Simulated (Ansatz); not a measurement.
**C2H8SSn: basis-set convergence**

How large a basis does C2H8SSn need? Two functionals are run in growing sets.

The runs use Ansatz 0.2.0, Gaussian basis; one geometry, several basis sets.

Levels to be run: PBE0-D4/def2-SVP; ωB97M-V/def2-SVP; PBE0-D4/def2-QZVPP; ωB97M-V/def2-QZVPP; the functionals' def2-TZVPP values are taken from earlier runs.

## 1. The relaxed structure

All runs share one geometry, relaxed beforehand with PBE0-D4 in a triple-zeta def2 set. Sn takes the def2 core potential; no spin-orbit term is included.

SMILES `C[S][SnH2][CH3]`, 12 atoms, charge 0, spin multiplicity 1.

Atoms are counted from 1 here; the program's logs count them from 0.

Bond lengths: C1–S2 1.817 Å, C1–H5 1.090 Å, C1–H6 1.091 Å, C1–H7 1.090 Å, S2–Sn3 2.401 Å, Sn3–C4 2.139 Å, Sn3–H8 1.714 Å, Sn3–H9 1.707 Å, C4–H10 1.090 Å, C4–H11 1.090 Å, C4–H12 1.091 Å. Angles: S2–C1–H5 111.7°, S2–C1–H6 111.5°, S2–C1–H7 106.7°, H5–C1–H6 109.8°, H5–C1–H7 108.4°, H6–C1–H7 108.5°, C1–S2–Sn3 99.5°, S2–Sn3–C4 109.4°, S2–Sn3–H8 107.9°, S2–Sn3–H9 105.9°, C4–Sn3–H8 110.1°, C4–Sn3–H9 112.0°, H8–Sn3–H9 111.2°, Sn3–C4–H10 109.5°, Sn3–C4–H11 109.9°, Sn3–C4–H12 110.0°, H10–C4–H11 109.2°, H10–C4–H12 109.3° and more.

Geometry (Å):

```xyz
12

C    -1.3493    1.6364   -0.4334
S     0.0684    1.8443    0.6838
Sn    0.5408   -0.4607    1.1604
C     1.1351   -1.4502   -0.6402
H    -1.0687    1.1150   -1.3490
H    -2.1701    1.1099    0.0550
H    -1.6894    2.6378   -0.6978
H    -0.8879   -1.1745    1.7822
H     1.7857   -0.4524    2.3276
H     2.0074   -0.9491   -1.0589
H     0.3221   -1.4204   -1.3656
H     1.3829   -2.4914   -0.4300
```

## 2. PBE0-D4 in def2-SVP

Contents of in.yaml:

```yaml
crystal:
  periodic: [false, false, false]
  atoms:
    - {symbol: C, position_ang: [-1.349349, 1.636367, -0.433422]}
    - {symbol: S, position_ang: [0.068388, 1.844333, 0.683798]}
    - {symbol: Sn, position_ang: [0.540806, -0.460673, 1.160357]}
    - {symbol: C, position_ang: [1.135135, -1.450194, -0.640227]}
    - {symbol: H, position_ang: [-1.068691, 1.115007, -1.348969]}
    - {symbol: H, position_ang: [-2.170099, 1.109900, 0.055010]}
    - {symbol: H, position_ang: [-1.689418, 2.637790, -0.697771]}
    - {symbol: H, position_ang: [-0.887906, -1.174550, 1.782163]}
    - {symbol: H, position_ang: [1.785744, -0.452408, 2.327596]}
    - {symbol: H, position_ang: [2.007359, -0.949068, -1.058934]}
    - {symbol: H, position_ang: [0.322059, -1.420450, -1.365613]}
    - {symbol: H, position_ang: [1.382873, -2.491355, -0.429988]}
basis:
  gaussian: {orbitals: def2-SVP}
hamiltonian: {xc: pbe0, dispersion: d4}
output: {orbitals: {seedname: orbitals}}
```

The runs that follow: ωB97M-V in def2-SVP; PBE0-D4 in def2-QZVPP; ωB97M-V in def2-QZVPP.

Q: Predict the results of all the runs planned. Wanted: PBE0-D4: double and triple zeta above quadruple; ωB97M-V: double and triple zeta above quadruple.

The runs gave:

| quantity | value |
| --- | --- |
| PBE0-D4: double and triple zeta above quadruple | 7.07, 0.52 eV |
| ωB97M-V: double and triple zeta above quadruple | 7.25, 0.51 eV |

What this shows: For PBE0-D4 the step from double to triple zeta gains 6.55 eV and the next only 0.52 eV. These are total energies; as a rule much of such shifts cancels in differences, which this series doesn't test. The LUMO of ωB97M-V is positive and keeps falling with the basis (2.07 to 1.14 eV): an unbound level that the basis holds in place.
